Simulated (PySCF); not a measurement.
# [Eu(NH3)4]3+: other functionals and bases at one geometry

One table from this session's results is given with a row withheld; the runs are named, their logs left out.

Computed with PySCF 2.14.0. Level: several levels, as the steps say, no spin–orbit coupling.

2 further runs of the same task are left out: 2 for a known fault of the program.

**The system as given**

17 atoms, charge 3, spin multiplicity 1.

Bond lengths: Eu1–N2 2.474 Å, Eu1–N6 2.474 Å, Eu1–N10 2.476 Å, Eu1–N14 2.476 Å, N2–H3 1.034 Å, N2–H4 1.034 Å, N2–H5 1.034 Å, N6–H7 1.034 Å, N6–H8 1.034 Å, N6–H9 1.034 Å, N10–H11 1.034 Å, N10–H12 1.034 Å, N10–H13 1.034 Å, N14–H15 1.034 Å, N14–H16 1.034 Å, N14–H17 1.034 Å. Angles: N2–Eu1–N6 109.7°, N2–Eu1–N10 109.4°, N2–Eu1–N14 109.4°, N6–Eu1–N10 109.4°, N6–Eu1–N14 109.4°, N10–Eu1–N14 109.3°, Eu1–N2–H3 115.7°, Eu1–N2–H4 115.5°, Eu1–N2–H5 115.5°, H3–N2–H4 102.7°, H3–N2–H5 102.7°, H4–N2–H5 102.8°, Eu1–N6–H7 115.7°, Eu1–N6–H8 115.5°, Eu1–N6–H9 115.5°, H7–N6–H8 102.7°, H7–N6–H9 102.7°, H8–N6–H9 102.8° and more.

Geometry (Å):

| atom | x (Å) | y (Å) | z (Å) |
| --- | --- | --- | --- |
| Eu1 | 0.00000 | 0.00000 | 0.00459 |
| N2 | 1.43089 | 1.43089 | 1.42839 |
| H3 | 1.31054 | 1.31054 | 2.44830 |
| H4 | 2.44986 | 1.30729 | 1.30305 |
| H5 | 1.30729 | 2.44986 | 1.30305 |
| N6 | -1.43089 | -1.43089 | 1.42839 |
| H7 | -1.31054 | -1.31054 | 2.44830 |
| H8 | -2.44986 | -1.30729 | 1.30305 |
| H9 | -1.30729 | -2.44986 | 1.30305 |
| N10 | 1.42837 | -1.42837 | -1.42755 |
| H11 | 2.06737 | -2.06737 | -0.92489 |
| H12 | 0.92346 | -2.06575 | -2.06633 |
| H13 | 2.06575 | -0.92346 | -2.06633 |
| N14 | -1.42837 | 1.42837 | -1.42755 |
| H15 | -2.06737 | 2.06737 | -0.92489 |
| H16 | -0.92346 | 2.06575 | -2.06633 |
| H17 | -2.06575 | 0.92346 | -2.06633 |

Formal oxidation states: Eu +3. Each metal's 6 4f electrons lie in its core potential, so multiplicities, spins and levels count the valence alone. An earlier session relaxed this geometry at PBE0, Eu lcecp-1-SVP with ECP52, N def2-SVP, H def2-SVP (singlet, point group D2d). Its vibrations showed it to be a saddle point, relaxed within its symmetry.

At PBE0 on the finer grid: E = -260.210785 Eh, HOMO -23.36 eV, LUMO -14.57 eV, Mulliken charge on Eu1 +1.63 e, largest force component 0.006 eV/Å. 

Levels to run: BLYP; B3LYP; revPBE; M06-L; PBE0, TZVP. Hardware: 4 threads of Intel Xeon Platinum 8259CL at 2.50GHz (Skylake/Cascade Lake), shared host.

The first run:

Contents of run.py (the lines that set the calculation):

```python
mol = gto.M(atom='''
Eu     0.00000     0.00000     0.00459
N      1.43089     1.43089     1.42839
H      1.31054     1.31054     2.44830
H      2.44986     1.30729     1.30305
H      1.30729     2.44986     1.30305
N     -1.43089    -1.43089     1.42839
H     -1.31054    -1.31054     2.44830
H     -2.44986    -1.30729     1.30305
H     -1.30729    -2.44986     1.30305
N      1.42837    -1.42837    -1.42755
H      2.06737    -2.06737    -0.92489
H      0.92346    -2.06575    -2.06633
H      2.06575    -0.92346    -2.06633
N     -1.42837     1.42837    -1.42755
H     -2.06737     2.06737    -0.92489
H     -0.92346     2.06575    -2.06633
H     -2.06575     0.92346    -2.06633''',
    basis={'Eu': 'lcecp-1-SVP', 'N': 'def2-SVP', 'H': 'def2-SVP'},
    ecp={'Eu': 'lcecp-1-SVP'},
    charge=3, spin=0)
mf = dft.RKS(mol, xc='BLYP')
mf.grids.atom_grid = (75, 302)  # f atoms: unpruned, at least (60, 302)
mf = mf.density_fit()  # fitting sets: Eu AutoAux, N def2-universal-JKFIT, H def2-universal-JKFIT
mf.conv_tol = 1e-08; mf.max_cycle = 55
mf.kernel(dm0)  # dm0: the density of the relaxed state
```

Launch:

```console
$ OMP_NUM_THREADS=4 python run.py
```

Among the steps run: BLYP; B3LYP; revPBE; M06-L; PBE0, TZVP.

One table of the session follows, with a row left open; its other results are not shown here.

| level | HOMO (eV) | gap (eV) | charge on Eu1 (e) | largest force component (eV/Å) |
| --- | --- | --- | --- | --- |
| PBE0 (relaxed here) | -23.36 | 8.79 | 1.63 | 0.01 |
| BLYP | -21.63 | 6.21 | 1.45 | 0.41 |
| B3LYP | ? | ? | ? | ? |
| revPBE | -21.76 | 6.36 | 1.50 | 0.36 |
| M06-L | -22.17 | 7.19 | 1.77 | 0.10 |
| PBE0, TZVP | -23.28 | 8.81 | 1.96 | 0.27 |

Estimate the missing values for B3LYP.

As computed: HOMO (eV): -23.06; gap (eV): 8.21; charge on Eu1 (e): 1.58; largest force component (eV/Å): 0.09. In the column «HOMO (eV)» it lies between PBE0, TZVP (-23.28) and M06-L (-22.17).

In one basis the HOMO–LUMO gap runs from 6.21 eV (BLYP) to 8.79 eV (PBE0). The largest leftover force, 0.41 eV/Å with BLYP, stands at a geometry relaxed at another level. With 4f in the core, its levels are missing from HOMO and gap, and its count is fixed, so no charge can pass from the ligands into it. Total energies of different levels can't be compared.
